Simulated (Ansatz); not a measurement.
# Al: the cost of one run

Program: Ansatz 0.2.0. Level of theory: DFT LDA+D3(BJ), scalar-relativistic, plane waves, PAW. These are calculated values, not measurements.

27 further runs of the same task are left out: 27 set aside as unsound or not needed.

### Step 1. The structure to begin with

Symmetry: Fm-3m, No. 225, cubic system. Conventional cell: a = 3.925 Å, b = 3.925 Å, c = 3.925 Å, α = 90.00°, β = 90.00°, γ = 90.00°. Around Al (site symmetry m-3m) lie 12 Al at 2.78 Å.

As a file:

```xyz
1
Lattice="0.0000 1.9625 1.9625 1.9625 0.0000 1.9625 1.9625 1.9625 0.0000" Properties=species:S:1:pos:R:3 pbc="T T T"
Al    0.0000    0.0000    0.0000
```

This cell was relaxed beforehand with the same method: volume 15.12 Å³/atom, gap on the mesh none (metal).

### Step 2. The scan

The energy is mapped over volume and the cell's shape.

First coordinate, volume per atom: 7 values from 12.70 to 17.53 Å³. Second coordinate, c/a of the conventional cell: 9 values from 0.629 to 1.167.

Nothing else is relaxed (symmetry fixes all fractional coordinates). Energies count from the relaxed crystal. Points are written as (first, second).

### Step 3. Point (16.73 Å³, 0.629)

Input file input.yaml:

```yaml
crystal:
  lattice:
    - [0.0, 2.368872957, 1.4904948645]
    - [2.368872957, 0.0, 1.4904948645]
    - [2.368872957, 2.368872957, 0.0]
  atoms:
    - { symbol: Al, position: [0.0, 0.0, 0.0] }
basis:
  ecutwfc: 420
kpoints:
  mp_grid: { grid: [22, 22, 22] }
hamiltonian:
  xc: lda
  pseudopotentials: { kind: paw, azcp: { folder: soft_1 } }
  dispersion: d3bj
scf:
  occupations: { method: gaussian, width: 0.15 }
output:
  forces: true
  stress: true
  eigenvalues: true
```

Launch:

```
> ansatz run input.yaml --threads 1 --pin off --max-ram 2048MiB --backend cpu --events-out ev --progress --plain --runs-dir out
```

Q: Estimate wall time and peak memory on 1 thread of Arm Neoverse N1, shared host.

About 9.4 s, with a peak of 0.36 GiB.
